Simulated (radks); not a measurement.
**The series with 13 electrons, Al to Br²²⁺**

The task here is to estimate one member of a computed series from the others.

Method: scalar-relativistic Kohn-Sham, r2SCAN, spin-unpolarised, spherical densities, finite nucleus. Code: radks (a radial shooting solver on a logarithmic mesh, Libxc functionals) version 1.

## The atom as given

- electrons: 13
- ions: Al, P²⁺, Cl⁴⁺, K⁶⁺, Sc⁸⁺, V¹⁰⁺, Mn¹²⁺, Co¹⁴⁺, Cu¹⁶⁺, Ga¹⁸⁺, As²⁰⁺, Br²²⁺
- configuration: NIST ground configuration of each

The first run:

The run's settings:

```text
Z 13
configuration [Ne] 3s2 3p1
relativity scalar-relativistic
functional r2scan,r2scan
spin unpolarised
nucleus finite rms 3.061 fm
c 137.035999084
```

Steps of the session up to this table: Al, [Ne] 3s2 3p1; P²⁺, [Ne] 3s2 3p1; Cl⁴⁺, [Ne] 3s2 3p1; K⁶⁺, [Ne] 3s2 3p1; Sc⁸⁺, [Ne] 3s2 3p1; V¹⁰⁺, [Ne] 3s2 3p1; Mn¹²⁺, [Ne] 3s2 3p1; Co¹⁴⁺, [Ne] 3s2 3p1; Cu¹⁶⁺, [Ne] 3s2 3p1; Ga¹⁸⁺, [Ne] 3s2 3p1; As²⁰⁺, [Ne] 3s2 3p1; Br²²⁺, [Ne] 3s2 3p1.

One of the session's tables, all rows but one given; the rest of the session is left out.

```
  ion  E (hartree)  ε(1s) (eV)  ε(2p) (eV)  ε(3s) (eV)  ε(3p) (eV)
   Al   -242.78168     -1521.5     -71.491      -7.976      -2.655
  P²⁺   -340.95508     -2120.8     -150.58     -34.365     -24.169
 Cl⁴⁺   -456.79012     -2832.4     -258.79     -74.336     -59.341
  K⁶⁺   -590.30249     -3655.6     -395.07     -127.09     -107.27
 Sc⁸⁺   -741.55146     -4590.9     -559.14     -192.40     -167.69
 V¹⁰⁺   -910.61813     -5638.6     -750.91     -270.22     -240.48
Mn¹²⁺  -1097.59913     -6799.5     -970.39     -360.54     -325.63
Co¹⁴⁺  -1302.60495     -8074.4     -1217.6     -463.42     -423.11
Cu¹⁶⁺  -1525.75885     -9464.0     -1492.6     -578.90     -532.95
Ga¹⁸⁺            ?           ?           ?           ?           ?
As²⁰⁺  -2027.06791    -12591.8     -2126.5     -848.05     -789.80
Br²²⁺  -2305.53448    -14332.3     -2485.5     -1001.9     -936.90
```

Estimate the missing values for Ga¹⁸⁺.

**Answer.** E (hartree): -1767.19681; ε(1s) (eV): -10969.5; ε(2p) (eV): -1795.6; ε(3s) (eV): -707.08; ε(3p) (eV): -655.16. In the column «E (hartree)» it lies between As²⁰⁺ (-2027.06791) and Cu¹⁶⁺ (-1525.75885).
